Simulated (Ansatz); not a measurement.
# C₃H₂F₆: basis-set convergence

Aim: see how fast density functionals converge with the basis set for C₃H₂F₆.

Computed with Ansatz 0.2.0, Gaussian basis. Level: one geometry, several basis sets.

The runs, in order: PBE0-D4/def2-SVP; ωB97M-V/def2-SVP; PBE0-D4/def2-QZVPP; ωB97M-V/def2-QZVPP; the functionals' def2-TZVPP values are taken from earlier runs.

### Step 1. The relaxed structure

All runs share one geometry, relaxed beforehand with PBE0-D4 in a triple-zeta def2 set.

11 atoms, charge 0, spin multiplicity 1.

Atoms are counted from 1 here; the program's logs count them from 0.

Bond lengths: F1–C2 1.351 Å, C2–F3 1.345 Å, C2–C4 1.522 Å, C2–H10 1.095 Å, C4–F5 1.359 Å, C4–C6 1.526 Å, C4–H11 1.095 Å, C6–F7 1.331 Å, C6–F8 1.340 Å, C6–F9 1.326 Å. Angles: F1–C2–F3 108.0°, F1–C2–C4 108.3°, F1–C2–H10 108.7°, F3–C2–C4 110.8°, F3–C2–H10 109.1°, C4–C2–H10 111.7°, C2–C4–F5 110.2°, C2–C4–C6 113.1°, C2–C4–H11 108.0°, F5–C4–C6 108.9°, F5–C4–H11 109.4°, C6–C4–H11 107.1°, C4–C6–F7 110.2°, C4–C6–F8 109.1°, C4–C6–F9 112.8°, F7–C6–F8 108.1°, F7–C6–F9 108.2°, F8–C6–F9 108.3°.

### Step 2. PBE0-D4 in def2-SVP

File in.yaml:

```yaml
crystal:
  periodic: [false, false, false]
  atoms:
    - {symbol: F, position_ang: [-1.720676, 0.099810, -1.673573]}
    - {symbol: C, position_ang: [-1.135549, 0.362316, -0.483983]}
    - {symbol: F, position_ang: [-1.044652, 1.697448, -0.350317]}
    - {symbol: C, position_ang: [0.245792, -0.277174, -0.478261]}
    - {symbol: F, position_ang: [1.047135, 0.328636, -1.394014]}
    - {symbol: C, position_ang: [0.925786, -0.221699, 0.887011]}
    - {symbol: F, position_ang: [2.082806, -0.878028, 0.851662]}
    - {symbol: F, position_ang: [0.138461, -0.816267, 1.794309]}
    - {symbol: F, position_ang: [1.165525, 1.017964, 1.290897]}
    - {symbol: H, position_ang: [-1.769554, -0.035293, 0.314846]}
    - {symbol: H, position_ang: [0.130326, -1.334713, -0.738077]}
basis:
  gaussian: {orbitals: def2-SVP}
hamiltonian: {xc: pbe0, dispersion: d4}
output: {orbitals: {seedname: orbitals}}
```

Launch:

```
$ ansatz run in.yaml --threads 2 --pin off --events-out ev --progress --plain --max-ram 22528MiB --backend cpu
```

The runs that follow: ωB97M-V in def2-SVP; PBE0-D4 in def2-QZVPP; ωB97M-V in def2-QZVPP.

**Question.** What will the summary of the whole plan be? Wanted: PBE0-D4: double and triple zeta above quadruple; ωB97M-V: double and triple zeta above quadruple.

As calculated:

```
                                       quantity           value
PBE0-D4: double and triple zeta above quadruple  24.34, 0.97 eV
ωB97M-V: double and triple zeta above quadruple  24.78, 0.91 eV
```

What this shows: PBE0-D4 gains 23.37 eV from double to triple zeta, then 0.97 eV more. Total energies overstate the basis error of differences, where much of it tends to cancel. The LUMO of ωB97M-V is positive and keeps falling with the basis (3.36 to 1.85 eV): an unbound level that the basis holds in place.
